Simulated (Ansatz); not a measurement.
H5NOSeSi, SMILES N[SiH](O)[SeH], a ladder of methods at one geometry

Program: the Python package of Ansatz (0.2.0).

Run as a notebook:

```python
import ansatz as az
```

```python
GEOMETRY = '''
N    -0.55470    1.29240    0.59720
Si    0.28870    0.17710   -0.44440
O     1.73110   -0.24860    0.31400
Se   -0.89940   -1.67930   -0.77020
H    -0.83330    0.82890    1.45410
H    -1.50890    1.54690    0.10120
H     0.61000    0.80690   -1.73870
H     2.25250   -0.83870   -0.32010
H    -0.99740   -1.93180    0.78970
'''
```

```python
h5nosesi = az.Crystal.molecule()
for line in GEOMETRY.strip().splitlines():
    symbol, *xyz = line.split()
    h5nosesi = h5nosesi.atom(symbol, [float(v) for v in xyz])

base = h5nosesi.calculation().basis(gaussian='def2-SVP')
```

```python
methods = ['mp2', 'ccsd', 'ccsd_t']
batch = az.Session.batch([base.correlation(m).input() for m in methods])
reports = sorted(batch.plan().execute().molecular_reports, key=lambda each: each['member'])
print(f'Hartree-Fock reference {reports[0]["reference_energy_ev"] / 27.211386246:.6f} Ha')
best = reports[-1]['free_energy_ev'] - reports[-1]['reference_energy_ev']
for method, each in zip(methods, reports):
    gained = each['free_energy_ev'] - each['reference_energy_ev']
    print(f'{method:8s} total {each["free_energy_ev"] / 27.211386246:.6f} Ha  correlation {gained:9.4f} eV  ({100 * gained / best:.1f} % of the last)')
```

    Hartree-Fock reference -2820.586784 Ha
    mp2      total -2821.285334 Ha  correlation  -19.0085 eV  (93.4 % of the last)
    ccsd     total -2821.316465 Ha  correlation  -19.8556 eV  (97.5 % of the last)
    ccsd_t   total -2821.334896 Ha  correlation  -20.3572 eV  (100.0 % of the last)

Notes:
- Total energies depend on the basis set; only differences at equal settings carry meaning.
- The geometry is a force-field or estimated start, not a minimum of this method, and the basis set is short of its limit. A lower total doesn't mark the better method: functionals have no common bound, and MP2 and coupled cluster aren't variational.
- Inner cores stay frozen; a filled d shell under the valence of the heavier atoms is correlated with it.

(Lines on the test bed's own set-up are left out of the output.)
